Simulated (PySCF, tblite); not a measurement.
**C₈H₁₂FN: geometry, infrared bands and NMR shifts**

Wanted: the infrared bands and NMR shifts of C₈H₁₂FN (`C=C[C@H]1C(F)=C(C)CN1C`), by calculation.

The runs use tblite 0.8.0 and PySCF 2.14.0, with density-fitted response routines of our own; the level of theory stands in each step. All values are computed, except where a source is named. Atoms are numbered from 0 throughout.

## Step 1: The starting structure

22 atoms, charge 0, multiplicity 1; geometry from: force field or distance geometry start.

Bonds of the start (Å): C0–C1 1.34, C1–C2 1.50, C2–C3 1.50, C3–F4 1.36, C3–C5 1.31, C5–C6 1.48, C5–C7 1.47, C7–N8 1.46, N8–C9 1.46, N8–C2 1.43, C0–H10 1.06, C0–H11 1.10, C1–H12 1.06, C2–H13 1.10, C6–H14 1.13, C6–H15 1.11, C6–H16 1.12, C7–H17 1.12, C7–H18 1.13, C9–H19 1.12, C9–H20 1.13, C9–H21 1.09.

## Step 2: Geometry optimisation with GFN2-xTB

Job settings and geometry (Å):

```
{"job": {"kind": "relax", "xc": "GFN2-xTB", "basis": "xTB"}, "charge": 0, "multiplicity": 1}
C      3.166400    -0.273500     0.370000
C      2.072500    -0.316600    -0.398200
C      0.722100    -0.463800     0.245200
C      0.241700     0.910200     0.618500
F      0.933200     1.746300     1.441000
C     -0.924600     1.128000     0.062600
C     -1.707900     2.377400     0.206200
C     -1.302000    -0.050100    -0.725000
N     -0.185100    -0.985200    -0.736200
C     -0.767000    -2.271600    -0.364400
H      4.162800    -0.174600     0.008100
H      2.991700    -0.337900     1.452200
H      2.111400    -0.265500    -1.460000
H      0.863800    -1.099300     1.126600
H     -2.635500     2.308500    -0.428500
H     -1.964100     2.622600     1.262300
H     -1.091400     3.177900    -0.271200
H     -1.548600     0.231800    -1.781900
H     -2.215300    -0.535500    -0.275600
H     -1.405100    -2.666300    -1.189300
H     -1.501100    -2.044200     0.463400
H     -0.028400    -2.999400    -0.027100
```

On the command line:

```sh
OMP_NUM_THREADS=1 python probes_run.py task.json out
```

The driver reads the jobs from task.json and runs them one after another.

**Question.** This job is followed by: GFN2-xTB harmonic vibrations, gas phase; GIAO PBE0/pcSseg-1 NMR shielding, non-relativistic, gas phase. Predict these results of the whole session: strongest single infrared mode (GFN2-xTB); zero-point energy (GFN2-xTB); ¹³C shifts against TMS (PBE0/pcSseg-1); ¹H shifts against TMS (PBE0/pcSseg-1, means over atoms taken as alike); ¹⁹F shifts against CFCl3 (PBE0/pcSseg-1); ¹⁵N shifts against NH3 (PBE0/pcSseg-1).

**Answer**, as computed:

| quantity | value |
| --- | --- |
| strongest single infrared mode (GFN2-xTB) | 2832 cm⁻¹, 121 km/mol |
| zero-point energy (GFN2-xTB) | 113.4 kcal/mol |
| ¹³C shifts against TMS (PBE0/pcSseg-1) | 163.9, 150.5, 123.5, 116.7, 77.7, 65.5, 41.8, 11.5 ppm |
| ¹H shifts against TMS (PBE0/pcSseg-1, means over atoms taken as alike) | 6.03, 5.45, 5.40, 3.84, 3.66, 3.17, 2.41, 1.78 ppm |
| ¹⁹F shifts against CFCl3 (PBE0/pcSseg-1) | -141.0 ppm |
| ¹⁵N shifts against NH3 (PBE0/pcSseg-1) | 50.5 ppm |

What this shows: The optimisation took 158 steps and gained 0.707 eV; among the close pairs (by a distance rule), C6–H14 changed most, from 1.126 to 1.090 Å. No mode is imaginary among the 60: a minimum at this level. The strongest single mode, at 2832 cm⁻¹, moves mainly H20. Unscaled tight-binding wavenumbers are off by several per cent, some by more. Its intensities can rank the bands wrongly. The most deshielded hydrogen is H12 (hydrogen on an alkene CH), at 6.03 ppm: a vinylic proton, deshielded by the sp2 carbon and the C=C anisotropy.
